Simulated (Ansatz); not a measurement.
# C₂H₆N₂OSi: up Jacob's ladder to CCSD(T)

One table from this session's results is given with a row withheld; the runs are named, their logs left out.

Computed with Ansatz 0.2.0, Gaussian basis. Level: functionals in def2-TZVPP, the program's frozen cores in correlated methods.

Plan: PBE-D4, r2SCAN-D4, PBE0-D4, B3LYP-D4, ωB97X-V, ωB97M-V, B2PLYP; CCSD(T)/def2-TZVPP; MP2/def2-QZVPP; extrapolation to the limit.

## The geometry

The geometry comes from an earlier relaxation with PBE0-D4 in a triple-zeta def2 set; it is a stationary point, not always the lowest conformer.

SMILES `N=CC(=N)O[SiH3]`, 12 atoms, charge 0, spin multiplicity 1.

Atoms are counted from 1 here; the program's logs count them from 0.

Bond lengths: N1–C2 1.260 Å, N1–H7 1.024 Å, C2–C3 1.498 Å, C2–H8 1.091 Å, C3–N4 1.263 Å, C3–O5 1.336 Å, N4–H9 1.016 Å, O5–Si6 1.692 Å, Si6–H10 1.481 Å, Si6–H11 1.479 Å, Si6–H12 1.479 Å. Angles: C2–N1–H7 111.6°, N1–C2–C3 126.6°, N1–C2–H8 119.0°, C3–C2–H8 114.4°, C2–C3–N4 128.5°, C2–C3–O5 111.6°, N4–C3–O5 119.9°, C3–N4–H9 113.2°, C3–O5–Si6 117.9°, O5–Si6–H10 102.1°, O5–Si6–H11 110.8°, O5–Si6–H12 110.8°, H10–Si6–H11 110.4°, H10–Si6–H12 110.4°, H11–Si6–H12 111.9°.

The first run:

in.yaml reads:

```yaml
crystal:
  periodic: [false, false, false]
  atoms:
    - {symbol: N, position_ang: [-0.707093, -2.622075, -0.935743]}
    - {symbol: C, position_ang: [0.129798, -1.698378, -0.754620]}
    - {symbol: C, position_ang: [-0.134622, -0.364521, -0.127014]}
    - {symbol: N, position_ang: [-1.227581, 0.099598, 0.303316]}
    - {symbol: O, position_ang: [0.978433, 0.370559, -0.049121]}
    - {symbol: Si, position_ang: [0.862297, 1.912928, 0.636641]}
    - {symbol: H, position_ang: [-1.636079, -2.362096, -0.593456]}
    - {symbol: H, position_ang: [1.162264, -1.850001, -1.073061]}
    - {symbol: H, position_ang: [-2.006196, -0.542830, 0.190655]}
    - {symbol: H, position_ang: [2.258368, 2.399023, 0.548077]}
    - {symbol: H, position_ang: [0.433722, 1.827523, 2.049611]}
    - {symbol: H, position_ang: [-0.036409, 2.774970, -0.161285]}
basis:
  gaussian: {orbitals: def2-TZVPP}
hamiltonian: {xc: pbe, dispersion: d4}
output: {forces: true, orbitals: {seedname: orbitals}}
```

Started as:

```bash
$ ansatz run in.yaml --threads 4 --pin off --events-out ev --progress --plain --max-ram 10444MiB
```

Steps of the session up to this table: PBE-D4 (GGA); r2SCAN-D4 (meta-GGA); PBE0-D4 (hybrid); B3LYP-D4 (hybrid); ωB97X-V (range-separated); ωB97M-V (range-separated); B2PLYP (double hybrid); CCSD(T) in def2-TZVPP; MP2 in def2-QZVPP.

One table of the session follows, with a row left open; its other results are not shown here.

| method | atomisation energy (kJ/mol) |
| --- | --- |
| PBE-D4 | ? |
| r2SCAN-D4 | 4639.0 |
| PBE0-D4 | 4648.4 |
| B3LYP-D4 | 4661.8 |
| ωB97X-V | 4666.4 |
| ωB97M-V | 4664.7 |
| B2PLYP | 4601.2 |
| HF/def2-TZVPP | 3137.3 |
| MP2/def2-TZVPP | 4587.8 |
| CCSD/def2-TZVPP | 4397.4 |
| CCSD(T)/def2-TZVPP | 4491.6 |
| MP2/CBS | 4732.6 |
| CCSD(T)/CBS | 4636.5 |

Q: Estimate the row for PBE-D4 from the others.

The run gave: atomisation energy (kJ/mol): 4789.8. In the column «atomisation energy (kJ/mol)» it is the highest.
